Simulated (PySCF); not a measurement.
**Zn²⁺: excitation energy in aug-cc-pVTZ-DK**

Aim: the excitation energy of zinc from differences of total energies, at each level of theory, and how far each lands from the tabulated value where there is one.

Method: unrestricted determinants in a Gaussian basis, no spin-orbit coupling in the energies. Code: PySCF 2.14.0.

## Step 1: The system

| Item | Value |
| --- | --- |
| Element | zinc (Z = 30) |
| Basis | aug-cc-pVTZ-DK (8s7p5d3f2g, 93 functions) |
| Hamiltonian | the spin-free X2C one-electron Hamiltonian (Gaussian nucleus) |
| State 1 | Zn²⁺: [Ar] 3d9 4p1, one real determinant (an excited configuration) |
| Needed too, but not shown | Zn²⁺ [Ar] 3d10 (1S) |
| Methods | UHF, LDA, PBE, PBE0, r2SCAN, revPBE, M06, B2PLYP, MN15, MP2 |
| Core shells frozen in the correlated runs | valence: [Ar] (for Zn²⁺) |

The outer shells:

Zn2+ [Ar] 3d9 4p1
```
[Ar] core
3d [↑↓][↑↓][↑↓][↑↓][↑ ]
4p [↑ ][  ][  ]
```

The runs were made by one driver on top of PySCF. The scripts below sum up each run's settings (the driver also hands on starting orbitals that pick excited configurations, and frozen orbitals as a list rather than a count), and the logs come from the driver's own runs. The driver starts from symmetry-adapted Hartree-Fock orbitals, holds the occupation by maximum overlap and uses a logarithmic radial grid for functionals, so a plain start would take other cycles.

The integrals over 93 functions and the set-up took 1.9 s of CPU time.

## Step 2: Zn²⁺ [Ar] 3d9 4p1, method by method

**UHF**

Input file input.py:

```python
from pyscf import gto, scf, dft, mp, cc
import basis_set_exchange as bse
mol = gto.M(atom="Zn 0 0 0", charge=2, spin=2, symmetry="D2h",
            basis=gto.basis.parse(bse.get_basis("aug-cc-pVTZ-DK", elements=["Zn"], fmt="nwchem")),
            nucmod="G")
mf = scf.UHF(mol).sfx2c1e()
mf.irrep_nelec = {'Ag': (5, 4), 'B1g': (1, 1), 'B2g': (1, 1), 'B3g': (1, 1), 'B1u': (3, 2), 'B2u': (2, 2), 'B3u': (2, 2)}
mf.kernel()
```

**LDA**

input.py, as changed from the run before:

```diff
@@ -5,3 +5,3 @@
             nucmod="G")
-mf = scf.UHF(mol).sfx2c1e()
+mf = dft.UKS(mol, xc="LDA,VWN").sfx2c1e()
 mf.irrep_nelec = {'Ag': (5, 4), 'B1g': (1, 1), 'B2g': (1, 1), 'B3g': (1, 1), 'B1u': (3, 2), 'B2u': (2, 2), 'B3u': (2, 2)}
```

**PBE**

input.py, as changed from the run before:

```diff
@@ -5,3 +5,3 @@
             nucmod="G")
-mf = dft.UKS(mol, xc="LDA,VWN").sfx2c1e()
+mf = dft.UKS(mol, xc="PBE").sfx2c1e()
 mf.irrep_nelec = {'Ag': (5, 4), 'B1g': (1, 1), 'B2g': (1, 1), 'B3g': (1, 1), 'B1u': (3, 2), 'B2u': (2, 2), 'B3u': (2, 2)}
```

**PBE0**

input.py, as changed from the run before:

```diff
@@ -5,3 +5,3 @@
             nucmod="G")
-mf = dft.UKS(mol, xc="PBE").sfx2c1e()
+mf = dft.UKS(mol, xc="PBE0").sfx2c1e()
 mf.irrep_nelec = {'Ag': (5, 4), 'B1g': (1, 1), 'B2g': (1, 1), 'B3g': (1, 1), 'B1u': (3, 2), 'B2u': (2, 2), 'B3u': (2, 2)}
```

**r2SCAN**

input.py, as changed from the run before:

```diff
@@ -5,3 +5,3 @@
             nucmod="G")
-mf = dft.UKS(mol, xc="PBE0").sfx2c1e()
+mf = dft.UKS(mol, xc="R2SCAN").sfx2c1e()
 mf.irrep_nelec = {'Ag': (5, 4), 'B1g': (1, 1), 'B2g': (1, 1), 'B3g': (1, 1), 'B1u': (3, 2), 'B2u': (2, 2), 'B3u': (2, 2)}
```

**revPBE**

input.py, as changed from the run before:

```diff
@@ -5,3 +5,3 @@
             nucmod="G")
-mf = dft.UKS(mol, xc="R2SCAN").sfx2c1e()
+mf = dft.UKS(mol, xc="PBE_R,PBE").sfx2c1e()
 mf.irrep_nelec = {'Ag': (5, 4), 'B1g': (1, 1), 'B2g': (1, 1), 'B3g': (1, 1), 'B1u': (3, 2), 'B2u': (2, 2), 'B3u': (2, 2)}
```

**M06**

input.py, as changed from the run before:

```diff
@@ -5,3 +5,3 @@
             nucmod="G")
-mf = dft.UKS(mol, xc="PBE_R,PBE").sfx2c1e()
+mf = dft.UKS(mol, xc="M06").sfx2c1e()
 mf.irrep_nelec = {'Ag': (5, 4), 'B1g': (1, 1), 'B2g': (1, 1), 'B3g': (1, 1), 'B1u': (3, 2), 'B2u': (2, 2), 'B3u': (2, 2)}
```

**B2PLYP**

input.py, as changed from the run before:

```diff
@@ -5,3 +5,3 @@
             nucmod="G")
-mf = dft.UKS(mol, xc="M06").sfx2c1e()
+mf = dft.UKS(mol, xc="0.53*HF + 0.47*B88, 0.73*LYP").sfx2c1e()
 mf.irrep_nelec = {'Ag': (5, 4), 'B1g': (1, 1), 'B2g': (1, 1), 'B3g': (1, 1), 'B1u': (3, 2), 'B2u': (2, 2), 'B3u': (2, 2)}
```

**MN15**

input.py, as changed from the run before:

```diff
@@ -5,3 +5,3 @@
             nucmod="G")
-mf = dft.UKS(mol, xc="0.53*HF + 0.47*B88, 0.73*LYP").sfx2c1e()
+mf = dft.UKS(mol, xc="MN15").sfx2c1e()
 mf.irrep_nelec = {'Ag': (5, 4), 'B1g': (1, 1), 'B2g': (1, 1), 'B3g': (1, 1), 'B1u': (3, 2), 'B2u': (2, 2), 'B3u': (2, 2)}
```

## Step 3: Zn²⁺ [Ar] 3d9 4p1, continued

**MP2 (valence)**

Changes to input.py since step 2:

```diff
@@ -5,4 +5,5 @@
             nucmod="G")
-mf = dft.UKS(mol, xc="MN15").sfx2c1e()
+mf = scf.UHF(mol).sfx2c1e()
 mf.irrep_nelec = {'Ag': (5, 4), 'B1g': (1, 1), 'B2g': (1, 1), 'B3g': (1, 1), 'B1u': (3, 2), 'B2u': (2, 2), 'B3u': (2, 2)}
 mf.kernel()
+mp.UMP2(mf, frozen=9).kernel()
```

What does the calculation give?

The runs gave:

```
                              quantity                                value
excitation energy, Zn²⁺ → [Ar] 3d9 4p1  UHF 15.298, MP2 (valence) 17.744 eV
```

In words: The methods span 2.446 eV, from UHF (15.298) to MP2 (valence) (17.744). No reference value is at hand in this session. All values hold for this basis alone; no basis-set limit was taken.
